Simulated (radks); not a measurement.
# Gd⁷⁺ in [Kr] 4d10 4f4 5s2 5p3 6s2: an all-electron calculation

Aim: the levels, the sizes of the orbitals and the parts of the energy of the gadolinium ion Gd7+.

Program: radks (a radial shooting solver on a logarithmic mesh, Libxc functionals) version 1. Level of theory: non-relativistic Kohn-Sham, OLYP, spin-unpolarised, spherical densities, point nucleus. These are calculated values, not measurements, unless marked.

## Step 1: Starting point

| Item | Value |
| --- | --- |
| element | gadolinium (Z = 64) |
| charge | +7 |
| electrons | 57 |
| configuration | [Kr] 4d10 4f4 5s2 5p3 6s2 |

Outer shells as boxes (Hund's rule):

Gd⁷⁺
```
[Kr] core
4d [↑↓][↑↓][↑↓][↑↓][↑↓]
4f [↑ ][↑ ][↑ ][↑ ][  ][  ][  ]
5s [↑↓]
5p [↑ ][↑ ][↑ ]
6s [↑↓]
```

## Step 2: The calculation

Settings of this run:

```text
Z 64
configuration [Kr] 4d10 4f4 5s2 5p3 6s2 5d0 6p0
relativity non-relativistic
functional optx,lyp
spin unpolarised
nucleus point
```

What does the calculation give?

As calculated:

```
                        quantity                value
                    total energy  -10810.1858 hartree
exchange-correlation share of it               2.20 %
                            −T/E               0.9998
          highest occupied level       6s, -67.037 eV
    most extended occupied level  6s, <r> = 2.40 bohr
 radius at density 0.001 e/bohr³            3.76 bohr
    maxima of the radial density                    4
```

6 principal shells are occupied and 4 maxima appear in the radial density; where shells overlap, one shows as a shoulder or not at all. The ratio −T/E is 0.9998; for a non-relativistic Coulomb system it is 1 up to the kinetic part of correlation. This is not the tabulated ground configuration, so its levels and sizes aren't those of the ground state, and no measured value stands beside it.
